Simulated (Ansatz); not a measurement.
# C₂H₈GeO₂: up Jacob's ladder to CCSD(T)

How much do the methods differ for C₂H₈GeO₂? The plan is to run it at one geometry with functionals of several rungs and with coupled cluster. The yardstick is the atomisation energy at the CCSD(T) limit.

The runs use Ansatz 0.2.0, Gaussian basis; functionals in def2-TZVPP, the program's frozen cores in correlated methods.

The runs, in order: LDA (SPW92), PBE-D4, revPBE-D4, BLYP-D4, r2SCAN-D4, B97M-V, PBE0-D4, B3LYP-D4, r2SCANh-D4, r2SCAN0-D4, HSE06-D4, BHLYP-D4, CAM-B3LYP-D4, LC-ωPBE, ωB97X-V, ωB97M-V, B2PLYP, PBE-QIDH; CCSD(T)/def2-SVP; CCSD(T)/def2-TZVPP; MP2/def2-QZVPP; extrapolation to the limit; RPA on PBE.

### 1 The relaxed structure

The geometry comes from an earlier relaxation with PBE0-D4 in a triple-zeta def2 set; it is a stationary point, not always the lowest conformer.

SMILES `[CH3][Ge]([CH3])([OH])[OH]`, 13 atoms, charge 0, spin multiplicity 1.

Atoms are counted from 1 here; the program's logs count them from 0.

Bond lengths: C1–Ge2 1.936 Å, C1–H6 1.091 Å, C1–H7 1.091 Å, C1–H8 1.091 Å, Ge2–C3 1.936 Å, Ge2–O4 1.785 Å, Ge2–O5 1.785 Å, C3–H9 1.091 Å, C3–H10 1.091 Å, C3–H11 1.091 Å, O4–H12 0.960 Å, O5–H13 0.960 Å. Angles: Ge2–C1–H6 109.8°, Ge2–C1–H7 110.4°, Ge2–C1–H8 110.1°, H6–C1–H7 109.1°, H6–C1–H8 108.4°, H7–C1–H8 109.0°, C1–Ge2–C3 117.1°, C1–Ge2–O4 103.9°, C1–Ge2–O5 111.8°, C3–Ge2–O4 111.8°, C3–Ge2–O5 103.9°, O4–Ge2–O5 108.3°, Ge2–C3–H9 109.8°, Ge2–C3–H10 110.1°, Ge2–C3–H11 110.4°, H9–C3–H10 108.4°, H9–C3–H11 109.1°, H10–C3–H11 109.0° and more.

Coordinates:

```mol
C2H8GeO2
  3D, bonds by distance, orders not assigned

 13 12  0  0  0  0  0  0  0  0999 V2000
   -1.2735    0.5756   -1.1282 C   0  0
   -0.0325    0.0982    0.2796 Ge  0  0
    1.4395   -1.0647   -0.2006 C   0  0
   -1.0701   -0.6288    1.5371 O   0  0
    0.7664    1.5347    0.9757 O   0  0
   -2.0660    1.2068   -0.7235 H   0  0
   -0.7580    1.1168   -1.9224 H   0  0
   -1.7289   -0.3228   -1.5473 H   0  0
    2.0768   -1.2318    0.6688 H   0  0
    2.0411   -0.6039   -0.9853 H   0  0
    1.0648   -2.0249   -0.5570 H   0  0
   -0.5772   -0.8760    2.3226 H   0  0
    0.1383    2.1861    1.2952 H   0  0
  1  2  8  0
  2  3  8  0
  2  4  8  0
  2  5  8  0
  1  6  8  0
  1  7  8  0
  1  8  8  0
  3  9  8  0
  3 10  8  0
  3 11  8  0
  4 12  8  0
  5 13  8  0
M  END
```

### 2 LDA

This LDA is Slater exchange with PW92 correlation.

The input, in.yaml:

```yaml
crystal:
  periodic: [false, false, false]
  atoms:
    - {symbol: C, position_ang: [-1.273547, 0.575647, -1.128154]}
    - {symbol: Ge, position_ang: [-0.032524, 0.098182, 0.279603]}
    - {symbol: C, position_ang: [1.439492, -1.064747, -0.200562]}
    - {symbol: O, position_ang: [-1.070091, -0.628797, 1.537087]}
    - {symbol: O, position_ang: [0.766394, 1.534653, 0.975705]}
    - {symbol: H, position_ang: [-2.065962, 1.206799, -0.723518]}
    - {symbol: H, position_ang: [-0.758027, 1.116811, -1.922438]}
    - {symbol: H, position_ang: [-1.728913, -0.322791, -1.547274]}
    - {symbol: H, position_ang: [2.076789, -1.231806, 0.668833]}
    - {symbol: H, position_ang: [2.041063, -0.603921, -0.985323]}
    - {symbol: H, position_ang: [1.064786, -2.024911, -0.557034]}
    - {symbol: H, position_ang: [-0.577241, -0.875951, 2.322632]}
    - {symbol: H, position_ang: [0.138280, 2.186136, 1.295244]}
basis:
  gaussian: {orbitals: def2-TZVPP}
hamiltonian: {xc: lda}
output: {orbitals: {seedname: orbitals}}
```

Started as:

```sh
ansatz run in.yaml --threads 4 --pin off --events-out ev --progress --plain --max-ram 11315MiB
```

Further steps of the session: PBE-D4 (GGA); revPBE-D4 (GGA); BLYP-D4 (GGA); r2SCAN-D4 (meta-GGA); B97M-V (meta-GGA); PBE0-D4 (hybrid); B3LYP-D4 (hybrid); r2SCANh-D4 (hybrid); r2SCAN0-D4 (hybrid); HSE06-D4 (hybrid); BHLYP-D4 (hybrid); CAM-B3LYP-D4 (range-separated); LC-ωPBE (range-separated); ωB97X-V (range-separated); ωB97M-V (range-separated); B2PLYP (double hybrid); PBE-QIDH (double hybrid); CCSD(T) in def2-SVP; CCSD(T) in def2-TZVPP; MP2 in def2-QZVPP; RPA on PBE orbitals.

Q: Predict the results of all the runs planned. Wanted: atomisation energy, CCSD(T)/CBS; farthest beyond LDA; mean size of error, GGA; mean size of error, meta-GGA; mean size of error, hybrid; mean size of error, range-separated; mean size of error, double hybrid; gap, smallest and largest; T1 diagnostic.

The runs gave:

| quantity | value |
| --- | --- |
| atomisation energy, CCSD(T)/CBS | 4862.1 kJ/mol |
| functionals within 48.6 kJ/mol (1.0 %) | PBE-D4, r2SCAN-D4, B97M-V, B3LYP-D4, HSE06-D4, CAM-B3LYP-D4, ωB97X-V, ωB97M-V |
| farthest beyond LDA | BHLYP-D4 (-185.3 kJ/mol) |
| mean size of error, GGA | 59.7 kJ/mol |
| mean size of error, meta-GGA | 20.8 kJ/mol |
| mean size of error, hybrid | 78.9 kJ/mol |
| mean size of error, range-separated | 27.4 kJ/mol |
| mean size of error, double hybrid | 68.1 kJ/mol |
| gap, smallest and largest | 6.13 eV (BLYP-D4), 13.57 eV (LC-ωPBE) |
| T1 diagnostic | 0.0108 |
| triples share of the correlation energy | 3.6 % |

The LDA atomisation energy is off by 653.9 kJ/mol (13 %): it overbinds. PBE-D4 is off by +33.5 kJ/mol. Double hybrids carry the basis error of their MP2 part in triple zeta, and no dispersion term here, so their miss is partly the set-up's. The rungs meta-GGA, range-separated miss on average by less than the doubt on the reference (48.6 kJ/mol), so they tie. Misses under about 48.6 kJ/mol are within the doubt on the reference itself, which lacks core-valence correlation, relativity and higher excitations, and its outer-core shells are covered unevenly. Hartree-Fock recovers 72 % of the binding; the rest is correlation. CCSD(T) in def2-SVP is off by -304.9 kJ/mol, worse than the median functional, from the basis alone. Orbital gaps span 6.1 to 13.6 eV; exact exchange widens them. Correlated methods include outer-core shells of Ge, which these sets cover unevenly.
